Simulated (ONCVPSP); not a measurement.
**Pseudopotential generation for Ga: ONCV, PBE**

Aim: build the potential from the settings below, then test how well it stands in for the atom: other configurations, scattering, ghost states and the plane-wave cutoff that it needs.

The numbers are computed with ONCVPSP 4.0.1.1 (patched build) (PBE, scalar-relativistic, spin-unpolarised reference atom).

### Step 1. Starting point

Typed settings, in words:

```
element                 : gallium (Ga, Z = 31)
type                    : optimised norm-conserving Vanderbilt (ONCV)
frozen core             : [Ar]
valence charge          : 13
reference configuration : 3d10 4s2 4p1
partial waves           : 4s: rc 2.10 bohr, ncon 3, nbas 6, qcut 3.6 1/bohr, 2 projectors, debl 2 Ha; 4p: rc 2.75 bohr, ncon 4, nbas 8, qcut 2.5 1/bohr, 3 projectors, debl 3 Ha; 3d: rc 0.90 bohr, ncon 4, nbas 8, qcut 15 1/bohr, 3 projectors, debl 2 Ha
local potential         : polynomial inside 0.85 bohr (lpopt 4, dvloc0 0 Ha)
core correction         : Teter function, fcfact 2, rcfact 1.55
```

The outer shells as boxes (Hund's rule for the drawing; the calculation is spin-unpolarised):

```
[Ar] core
3d [↑↓][↑↓][↑↓][↑↓][↑↓]
4s [↑↓]
4p [↑ ][  ][  ]
```

The nodes and maxima of the atom's own shells, from an earlier all-electron run, set the scale for the radii.

All-electron outer shells of the reference configuration (PBE, scalar-relativistic, ld1.x):

```json
{"shell": "3s", "level (eV)": "-148.13", "outermost node (bohr)": "0.27", "outermost maximum (bohr)": "0.56"}
{"shell": "3p", "level (eV)": "-98.86", "outermost node (bohr)": "0.24", "outermost maximum (bohr)": "0.56"}
{"shell": "3d", "level (eV)": "-19.15", "outermost node (bohr)": "–", "outermost maximum (bohr)": "0.53"}
{"shell": "4s", "level (eV)": "-8.95", "outermost node (bohr)": "0.81", "outermost maximum (bohr)": "1.90"}
{"shell": "4p", "level (eV)": "-2.58", "outermost node (bohr)": "0.87", "outermost maximum (bohr)": "2.53"}
```

### Step 2. The generation run

Input file Ga.dat:

```
# ATOM AND REFERENCE CONFIGURATION
# atsym  z   nc   nv     iexc    psfile
  Ga 31.00    5    3        4      upf
#
#   n    l    f
    1    0    2.00
    2    0    2.00
    2    1    6.00
    3    0    2.00
    3    1    6.00
    3    2   10.00
    4    0    2.00
    4    1    1.00
#
# PSEUDOPOTENTIAL AND OPTIMIZATION
# lmax
    2
#
#   l,   rc,      ep,       ncon, nbas, qcut
    0    2.10    0.00    3    6    3.60
    1    2.75    0.00    4    8    2.50
    2    0.90    0.00    4    8   15.00
#
# LOCAL POTENTIAL
# lloc, lpopt,  rc(5),   dvloc0
    4    4    0.85    0.00
#
# VANDERBILT-KLEINMAN-BYLANDER PROJECTORs
# l, nproj, debl
    0    2    2.00
    1    3    3.00
    2    3    2.00
#
# MODEL CORE CHARGE
# icmod, fcfact, rcfact
    3    2.00    1.55
#
# LOG DERIVATIVE ANALYSIS
# epsh1, epsh2, depsh
   -2.00    5.00    0.02
#
# OUTPUT GRID
# rlmax, drl
    6.00    0.01
#
# TEST CONFIGURATIONS
# ncnf
    4
# nvcnf
#   n    l    f
    3
    3    2   10.00
    4    0    2.00
    4    1    0.00
#
    3
    3    2   10.00
    4    0    1.00
    4    1    0.00
#
    3
    3    2   10.00
    4    0    0.00
    4    1    0.00
#
    3
    3    2   10.00
    4    0    1.00
    4    1    1.00
#
```

Command:

```sh
$ oncvpsp.x < Ga.dat > Ga.out
```

What does the calculation give? Wanted: cutoffs for 1 and 0.1 mHa per electron, occupied waves; bound ghosts; GHOST(+) flags; largest test error; largest phase difference near zero energy, channels read; rms error of d²Exc/dn², without and with the model core.

As calculated:

```
                                                quantity                                                                     value
  cutoffs for 1 and 0.1 mHa per electron, occupied waves                                                         103 Ha and 153 Ha
                                            bound ghosts  none below the valence levels; a pole at negative energy in s is suspect
                                          GHOST(+) flags                                                   s at -6 eV, p at 203 eV
                            largest test error (AE − PS)                             -1.3 meV, for 3d10 4s2 4p0 (2 tests unsolved)
largest phase difference near zero energy, channels read                                                                 3.141 rad
 rms error of d²Exc/dn², without and with the model core                                                         6.18 and 2.99 mHa
```

The worst unpolarised test, 3d10 4s2 4p0, is off by 1.3 meV on 5.7 eV; by total energies transferability rates as very good where solved. Of the tests 2 gave no usable energy difference, which is a warning in itself. It counts as very hard, with 103 Ha needed at the looser tolerance. At the looser tolerance the 3d wave is the slowest; 4s needs 6 Ha. The ghost test, which looks below the valence levels, finds nothing, but the pseudo curve has an extra pole at negative energy (s at -0.22 Ha): a spurious bound state among the atom's levels is likely, and the file can't be cleared. Near zero energy the largest phase difference among the channels read is 3.14 rad, in the s channel. A step near π is an extra or missing state, not a misfit of shape. The pseudo curves have a pole with no partner nearby in the atom's: s at -0.22 Ha. The program also flags highly localised states, GHOST(+) (s, p).
